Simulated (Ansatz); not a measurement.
# Cu3Pt (Pm-3m): short molecular-dynamics run

How do the atoms of Cu3Pt (Pm-3m) move over a short run? The task is a short molecular-dynamics run, for Cu3Pt (Pm-3m).

Program: Ansatz 0.2.0 through its Python package. Level of theory: DFT PBEsol, plane waves, PAW. These are calculated values, not measurements.

## (1) Starting point

The structure is cubic, space group Pm-3m (No. 221). Conventional cell: a = 3.710 Å, b = 3.710 Å, c = 3.710 Å, α = 90.00°, β = 90.00°, γ = 90.00°. Cu (site symmetry 4/mmm) is surrounded by 8 Cu at 2.62 Å and 4 Pt at 2.62 Å. Around Pt (site symmetry m-3m) lie 12 Cu at 2.62 Å.

The script holds or builds the structure itself.

## (2) Script

Contents of run_md.py:

```python
"""A few tens of MD steps for Cu3Pt."""

from dataclasses import dataclass
import logging
import sys

import ansatz as az
import matplotlib.pyplot as plt
import numpy as np

logging.basicConfig(stream=sys.stdout, format="%(name)s: %(message)s")
log = logging.getLogger("cu3pt")
log.setLevel(logging.INFO)


@dataclass
class Settings:
    functional: str = "PBEsol"
    kspacing: float = 1.1
    smearing: str = "Gaussian"
    width_ev: float = 0.1
    scf_tol: float = 1e-08
    n_steps: int = 10
    temperature_k: int = 300


settings = Settings()


def main() -> None:
    cu3pt = (
        az.Lattice.cubic(3.71)
        .space_group(221)
        .atom("Cu", (0.0, 0.5, 0.5))
        .atom("Pt", (0.0, 0.0, 0.0))
    )

    # a small cell and a short run: a test of the set-up, no statistics
    calculation = (
        cu3pt.supercell(2, 1, 1).calculation()
        .functional(settings.functional)
        .kpoints(spacing=settings.kspacing)
        .occupations(settings.smearing, width=settings.width_ev)
        .scf(tolerance=settings.scf_tol)
        .md(az.Ensemble.NVT_LANGEVIN, timestep=3.0, steps=settings.n_steps, temperature=settings.temperature_k, friction=0.01, seed=886)
    )
    steps = []


    def collect(event):
        if event["event"] == "md_step":
            steps.append(event["data"])


    res = calculation.session().plan().execute(on_event=collect)
    data = res.report

    for s in steps[::2]:
        log.info("%3d %7.1f fs  total %.4f eV  T %6.1f K" % (s["step"], s["time_fs"], s["lagrangian_ev"] + s["e_kin_ev"], s["temperature_k"]))

    temperature = np.array([s["temperature_k"] for s in steps])
    log.info(f"mean temperature of the second half {temperature[len(steps) // 2 :].mean():.1f} K")

    track = np.array([s["positions_ang"] for s in steps])
    names = np.array([site.symbol for site in res.lattice.sites])
    for name in sorted(set(names)):
        msd = ((track[:, names == name] - track[0, names == name]) ** 2).sum(axis=2).mean(axis=1)
        print(f"mean square displacement of {name} (A^2):", np.round(msd[:: max(len(msd) // 6, 1)], 4))

    time = [s["time_fs"] for s in steps]
    fig, ax = plt.subplots(figsize=(5, 3))
    ax.plot(time, [s["lagrangian_ev"] - steps[0]["lagrangian_ev"] for s in steps], label="potential")
    ax.plot(time, [s["e_kin_ev"] for s in steps], label="kinetic")
    ax.set(xlabel="time (fs)", ylabel="energy (eV)")
    ax.legend()
    fig.tight_layout()
    fig.savefig("md.png", dpi=100)


if __name__ == "__main__":
    main()
```

## (3) The calls as engine input

The package turns the script's settings into the engine's input:

```yaml
crystal:
  lattice:
    bravais: cubic
    a: 3.71
  space_group: 221
  atoms:
    - { symbol: Cu, position: [0.0, 0.5, 0.5] }
    - { symbol: Pt, position: [0.0, 0.0, 0.0] }
  supercell: [2, 1, 1]
kpoints:
  mp_grid:
    kspacing: 1.1
hamiltonian:
  xc: pbesol
scf:
  convergence:
    dr2_threshold: 1.0e-08
  occupations:
    method: gaussian
    width: 0.1
md:
  timestep: 3.0
  n_steps: 10
  ensemble: nvt_langevin
  temperature: 300.0
  friction: 0.01
  seed: 886
```

## (4) Launch

Run with:

```
$ python run_md.py
```

Without the output at hand: what should come out? Wanted: free energy; mean temperature, second half; farthest move.

As calculated:

| quantity | value |
| --- | --- |
| free energy | -64299.2837 eV (of the supercell) |
| length of the run | 10 steps, 30 fs |
| mean temperature, second half | 131 K |
| farthest move | 0.07 Å |

The temperature swings between 0 and 152 K, with a mean of 131 K in the second half; 8 atoms fluctuate widely. A run of 30 fs is far too short for averages. Caveats:
- Spin-orbit coupling, which matters for elements this heavy, is left out.
- A small cell, a coarse mesh and a very short run: it shows the set-up and gives no equilibrium averages.
